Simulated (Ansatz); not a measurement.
Which YAML input does this script hand to the engine? (Ansatz 0.2.0, Python API)

Script `vcrelax_srlatlcuo5.py`:
```python
# -*- coding: utf-8 -*-
"""Variable-cell relaxation of SrLaTlCuO5."""

import json

import ansatz as az
from ase import Atoms
from ase.io import write
import numpy as np

def edges_and_angles(cell):
    cell = np.asarray(cell)
    a, b, c = np.linalg.norm(cell, axis=1)
    cosines = cell[1] @ cell[2] / (b * c), cell[0] @ cell[2] / (a * c), cell[0] @ cell[1] / (a * b)
    return (a, b, c, *np.degrees(np.arccos(cosines)))

vectors = np.array([
    [3.808314, 0.0, 0.0],
    [0.0, 3.808314, 0.0],
    [0.0, 0.0, 8.940218],
])
system = (
    az.Lattice.of(vectors)
    .atom("Sr", (0.5, 0.5, 0.783656))
    .atom("La", (0.5, 0.5, 0.196914))
    .atom("Tl", (0.0, 0.0, 0.496638))
    .atom("Cu", (0.0, 0.0, 0.991492))
    .atom("O", (0.0, 0.0, 0.730475))
    .atom("O", (0.0, 0.0, 0.262062))
    .atom("O", (0.0, 0.5, 0.010205))
    .atom("O", (0.5, 0.0, 0.010205))
    .atom("O", (0.5, 0.5, 0.478354))
)

# shape and ions at fixed volume
setup = (
    system.calculation()
    .functional("lda")
    .basis(510)
    .kpoints(6, 6, 3)
    .occupations("cold", width=0.1)
    .scf(tolerance=1e-09, max_iterations=65)
    .relax(max_steps=30, fix_cell=["volume"])
)
done = setup.run(threads=1, pin="off", events_out="stream.ndjson")
with open("stream.ndjson") as stream:
    events = [json.loads(line) for line in stream]
steps = [e["data"] for e in events if e["event"] == "relax_step"]
r = done.report
print("step   energy (eV)     max comp. (eV/A)   P (GPa)  SCF")
for s in steps:
    print(f"{s['step']:4d} {s['lagrangian_ev']:15.5f} {s['allowed_force_max_ev_ang']:12.4f} {s['pressure_gpa']:10.3f} {s['n_scf']:5d}")

first, last = steps[0], steps[-1]
symbols = [site.symbol for site in done.lattice.sites]
print(f"energy gained {first['lagrangian_ev'] - last['lagrangian_ev']:.4f} eV in {len(steps) - 1} steps")
for label, vectors in (("before", first["cell_ang"]), ("after", done.lattice.cell_ang)):
    print(label, "a b c (A) {:.4f} {:.4f} {:.4f}  angles {:.2f} {:.2f} {:.2f}".format(*edges_and_angles(vectors)), f" V = {abs(np.linalg.det(vectors)):.3f} A^3")
print("final stress xx yy zz (GPa, compression positive):", np.round(np.diag(r["stress_gpa"]), 3) + 0.0)

relaxed = Atoms(symbols, positions=[site.position_ang for site in done.lattice.sites], cell=done.lattice.cell_ang, pbc=True)
write("relaxed.vasp", relaxed, format="vasp")

print("atom   start x y z (A)              end x y z (A)")
for symbol, a, b in zip(symbols, first["positions_ang"], last["positions_ang"]):
    print(f"{symbol:3s}", " ".join(f"{v:8.4f}" for v in a), "  ", " ".join(f"{v:8.4f}" for v in b))

change = np.array(last["positions_ang"]) @ np.linalg.inv(last["cell_ang"]) - np.array(first["positions_ang"]) @ np.linalg.inv(first["cell_ang"])
moved = np.linalg.norm(change @ np.array(last["cell_ang"]), axis=1)
print("displacement within the cell, strain taken out (A):", " ".join(f"{s}:{d:.3f}" for s, d in zip(symbols, moved)))

print("relaxed fractional positions")
for site in done.lattice.sites:
    print(f"  {site.symbol:2s}", " ".join(f"{v % 1:8.5f}" for v in np.round(site.position_frac, 5)))

print("%-22s %14.5f eV" % ("F = E - TS", r["free_energy_ev"]))
print("%-22s %14.5f eV" % ("E", r["internal_energy_ev"]))
print("%-22s %14.5f eV" % ("Harris-Foulkes", r["harris_foulkes_ev"]))
print("%-22s %14.5f eV" % ("Fermi level", r["fermi_energy_ev"]))

terms = r["components"]
print({name: round(terms[name], 3) for name in ("e_kinetic", "e_hartree", "e_xc", "e_local", "e_nonlocal", "e_ewald", "e_paw") if name in terms})
```

Running `python vcrelax_srlatlcuo5.py` prints:
```text
DeckWarning: relax.cell: scf.convergence.dr2_threshold = 1e-9 eV is looser than the 9e-10 eV advised for a relaxation that steers and ends on the stress (1e-10 eV for each atom of the cell: 9). What [...]
step   energy (eV)     max comp. (eV/A)   P (GPa)  SCF
   1    -30004.13725       0.1551     -9.837    17
   2    -30004.13090       0.4716     -9.494    15
   3    -30004.13961       0.0744     -9.698    14
   4    -30004.14054       0.0493     -9.657    11
   5    -30004.14082       0.0384     -9.595    11
   6    -30004.14085       0.0235     -9.533    10
   7    -30004.14099       0.0158     -9.543     9
   8    -30004.14102       0.0118     -9.551     9
   9    -30004.14104       0.0054     -9.553    10
  10    -30004.14105       0.0054     -9.553     3
energy gained 0.0038 eV in 9 steps
before a b c (A) 3.8083 3.8083 8.9402  angles 90.00 90.00 90.00  V = 129.662 A^3
after a b c (A) 3.8096 3.8096 8.9340  angles 90.00 90.00 90.00  V = 129.662 A^3
final stress xx yy zz (GPa, compression positive): [-9.555 -9.555 -9.548]
atom   start x y z (A)              end x y z (A)
Sr    1.9042   1.9042   7.0061      1.9048   1.9048   7.0224
La    1.9042   1.9042   1.7605      1.9048   1.9048   1.7557
Tl    0.0000   0.0000   4.4401     -0.0000  -0.0000   4.4326
Cu    0.0000   0.0000   8.8642      0.0000  -0.0000   8.8842
O     0.0000   0.0000   6.5306     -0.0000  -0.0000   6.5107
O     0.0000   0.0000   2.3429     -0.0000  -0.0000   2.3412
O     0.0000   1.9042   0.0912     -0.0000   1.9048   0.0906
O     1.9042   0.0000   0.0912      1.9048  -0.0000   0.0906
O     1.9042   1.9042   4.2766      1.9048   1.9048   4.2506
displacement within the cell, strain taken out (A): Sr:0.021 La:0.003 Tl:0.004 Cu:0.026 O:0.015 O:0.000 O:0.001 O:0.001 O:0.023
relaxed fractional positions
  Sr  0.50000  0.50000  0.78604
  La  0.50000  0.50000  0.19652
  Tl  0.00000  0.00000  0.49615
  Cu  0.00000  0.00000  0.99443
  O   0.00000  0.00000  0.72875
  O   0.00000  0.00000  0.26206
  O   0.00000  0.50000  0.01014
  O   0.50000  0.00000  0.01014
  O   0.50000  0.50000  0.47578
F = E - TS               -30004.14105 eV
E                        -30004.13411 eV
Harris-Foulkes           -30004.14105 eV
Fermi level                  10.53460 eV
{'e_kinetic': 1934.869, 'e_hartree': 4217.148, 'e_xc': -987.075, 'e_local': -10088.884, 'e_nonlocal': 1272.483, 'e_ewald': -6314.049, 'e_paw': -20040.041}
```
(Warnings from the package without file and line, shortened.)

`input.yaml`:
```yaml
crystal:
  lattice:
    - [3.808314, 0.0, 0.0]
    - [0.0, 3.808314, 0.0]
    - [0.0, 0.0, 8.940218]
  atoms:
    - { symbol: Sr, position: [0.5, 0.5, 0.783656] }
    - { symbol: La, position: [0.5, 0.5, 0.196914] }
    - { symbol: Tl, position: [0.0, 0.0, 0.496638] }
    - { symbol: Cu, position: [0.0, 0.0, 0.991492] }
    - { symbol: O, position: [0.0, 0.0, 0.730475] }
    - { symbol: O, position: [0.0, 0.0, 0.262062] }
    - { symbol: O, position: [0.0, 0.5, 0.010205] }
    - { symbol: O, position: [0.5, 0.0, 0.010205] }
    - { symbol: O, position: [0.5, 0.5, 0.478354] }
basis:
  ecutwfc: 510.0
kpoints:
  mp_grid:
    grid: [6, 6, 3]
hamiltonian:
  xc: lda
scf:
  max_iter: 65
  convergence:
    dr2_threshold: 1.0e-09
  occupations:
    method: cold
    width: 0.1
relax:
  max_steps: 30
  cell:
    fix: [volume]
```

Caveats:
- Absolute energies stand on the zero of these potentials, so only differences at equal settings mean something. A total without «per atom» is that of the cell as typed.
- The cell holds an odd number of electrons and is run without spin, so a magnetic state may lie lower.
- The energy terms are those on the plane-wave grid, with the one-centre PAW part apart; the terms shown are only some of the summands, so they needn't add up to F.
- Part of the cell is held or a pressure is applied, so the end point needn't be the zero-pressure lattice.
- For a metal this k-point mesh is coarse: on a finer one energies can move by several to tens of meV an atom and pressures by half a GPa or more, differences at one mesh by less.
- Only differences from the Fermi energy are physical; the zero of the scale is a convention.
- Energies along a relaxation are free energies. Rows at an unchanged volume are solved on a plane-wave basis chosen afresh for that cell, so the energy jumps there and such rows are no steps of the walk.
- Without a Hubbard U or exact exchange, semilocal functionals often make such 3d compounds metallic or too weakly gapped.
- Spin-orbit coupling, which matters for elements this heavy, is left out.
- This cell is a computed structure, which may not be the phase found in nature.
- Hardware and time: 6.5 min on 1 thread of Arm Neoverse N1, on a shared host, peak memory 0.63 GiB.
